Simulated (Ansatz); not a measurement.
# CH4GeO: active-space calculation from a Python script

A script is to give an active-space calculation; the system is CH4GeO. SMILES: O=[CH][GeH3].

Computed with Ansatz 0.2.0 through its Python package. The levels of theory stand in the script.

## (1) The structure

Bond lengths: O1–C2 1.268 Å, C2–Ge3 1.914 Å, C2–H4 1.033 Å, Ge3–H5 1.537 Å, Ge3–H6 1.560 Å, Ge3–H7 1.608 Å. Angles: O1–C2–Ge3 120.6°, O1–C2–H4 121.0°, Ge3–C2–H4 118.2°, C2–Ge3–H5 110.6°, C2–Ge3–H6 110.3°, C2–Ge3–H7 108.7°, H5–Ge3–H6 110.8°, H5–Ge3–H7 108.9°, H6–Ge3–H7 107.5°.

No structure file is read: the coordinates are typed or built in the script.

## (2) Script

run_cas.py

```python
"""Active-space calculation on CH4GeO."""

import ansatz as az


def main() -> None:
    geometry = (
        az.Crystal.molecule()
        .atom("O", (-0.0885, -1.8048, 1.0555))
        .atom("C", (-0.4608, -1.0669, 0.0939))
        .atom("Ge", (0.2436, 0.7018, -0.106))
        .atom("H", (-1.0817, -1.4308, -0.647))
        .atom("H", (-0.29, 1.3544, -1.3912))
        .atom("H", (-0.1082, 1.5678, 1.1432))
        .atom("H", (1.8468, 0.6104, -0.194))
    )

    model = geometry.calculation().basis(gaussian="def2-SVP").correlation(active_electrons=4, active_orbitals=4)
    for method in [None, "sc_nevpt2"]:
        rep = (model if method is None else model.correlation(method)).run(threads=1, pin="off").report
        space = rep["configurations"]
        state = space["states"][0]
        print(method or "casscf", f"total {rep['free_energy_ev'] / 27.211386246:.6f} Ha, active-space state {state['energy']['hartree']:.6f} Ha, mean field {rep['reference_energy_ev'] / 27.211386246:.6f} Ha")
        print("  determinants", state["n_determinants"], " natural occupations", [round(n, 3) for n in space["natural_occupations"]])


if __name__ == "__main__":
    main()
```

## (3) The input behind the calls

The package turns the script's settings into the engine's input (first run):

```yaml
crystal:
  periodic: [false, false, false]
  atoms:
    - { symbol: O, position_ang: [-0.0885, -1.8048, 1.0555] }
    - { symbol: C, position_ang: [-0.4608, -1.0669, 0.0939] }
    - { symbol: Ge, position_ang: [0.2436, 0.7018, -0.106] }
    - { symbol: H, position_ang: [-1.0817, -1.4308, -0.647] }
    - { symbol: H, position_ang: [-0.29, 1.3544, -1.3912] }
    - { symbol: H, position_ang: [-0.1082, 1.5678, 1.1432] }
    - { symbol: H, position_ang: [1.8468, 0.6104, -0.194] }
basis:
  gaussian:
    orbitals: def2-SVP
correlation:
  active_space:
    window:
      electrons: 4
      orbitals: 4
```

## (4) Running it

Command:

```
python run_cas.py
```

What it wrote:

```text
casscf total -2190.095840 Ha, active-space state -2190.095840 Ha, mean field -2190.015063 Ha
  determinants 36  natural occupations [1.976, 1.915, 0.085, 0.024]
sc_nevpt2 total -2190.555976 Ha, active-space state -2190.095838 Ha, mean field -2190.015063 Ha
  determinants 36  natural occupations [1.976, 1.915, 0.085, 0.024]
```

It took 7.9 s on 1 thread of Arm Neoverse V2, shared host; peak memory 0.22 GiB.

## (5) Inputs of later runs

The engine's inputs for the other runs:

Run 2, against run 1:

```diff
@@ -14,0 +15 @@
+  method: sc_nevpt2
```

Lines on the test bed's own set-up are left out of the output.

## (6) The runs side by side

The 2 runs, in the order started:

```
run     method  energy (eV)  SCF cycles  CPU time (s)
  1    not set  -59595.5438          15           3.5
  2  sc_nevpt2  -59608.0648          15           4.1
```

## (7) Outcome

| quantity | value |
| --- | --- |
| natural occupations | 1.976, 1.915, 0.085, 0.024 |
| runs compared | 2 |

What this shows: The natural occupations stay near whole numbers, so one determinant describes the state well. Both runs converged. The geometry is a force-field or estimated start, not a minimum of this method, and the basis set is short of its limit. The active space starts as a window about the frontier orbitals and is then optimised, not chosen by chemistry.
